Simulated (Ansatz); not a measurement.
# ZrB+ (septet): the correlation ladder, def2-TZVPP

One table from this session's results is given with a row withheld; the runs are named, their logs left out.

Computed with Ansatz 0.2.0, Gaussian basis. Level: def2-TZVPP, core rule «outside noble gas», up to 5 orbitals frozen.

Plan: UHF; ROHF; CCSD(T) on UHF.

**The geometry**

The geometry is a PBE0/def2-TZVP stationary point (not a proven minimum) of the parent state, kept for this charge and spin. No spin-orbit coupling is included. Elements past krypton take def2 core potentials.

2 atoms, charge 1, spin multiplicity 7.

Atoms are counted from 1 here; the program's logs count them from 0.

Bond lengths: Zr1–B2 2.147 Å.

Set-up of the first run:

Input file in.yaml:

```yaml
crystal:
  periodic: [false, false, false]
  atoms:
    - {symbol: Zr, position_ang: [0.000000, 0.000000, 0.000000]}
    - {symbol: B, position_ang: [0.000000, 0.000000, 2.147200]}
basis:
  gaussian: {orbitals: def2-TZVPP}
total_charge: 1
magnetization: {spin_polarized: true, initial_magnetization: 6}
hamiltonian: {xc: hf}
output: {orbitals: {seedname: orbitals}}
```

On the command line:

```
$ ansatz run in.yaml --threads 1 --pin off --events-out ev --progress --plain --max-ram 4096MiB --backend cpu
```

Steps of the session up to this table: UHF; ROHF; CCSD(T) on UHF.

One table of the session follows, with a row left open; its other results are not shown here.

| method | from UCCSD(T) (meV) |
| --- | --- |
| ROHF | +1935.8 |
| UHF | +1837.0 |
| UMP2 | ? |
| UCCSD | +70.6 |
| UCCSD(T) | 0 |

Q: Estimate the row for UMP2 from the others.

The run gave: from UCCSD(T) (meV): +465.5. In the column «from UCCSD(T) (meV)» it lies between UCCSD (+70.6) and UHF (+1837.0).
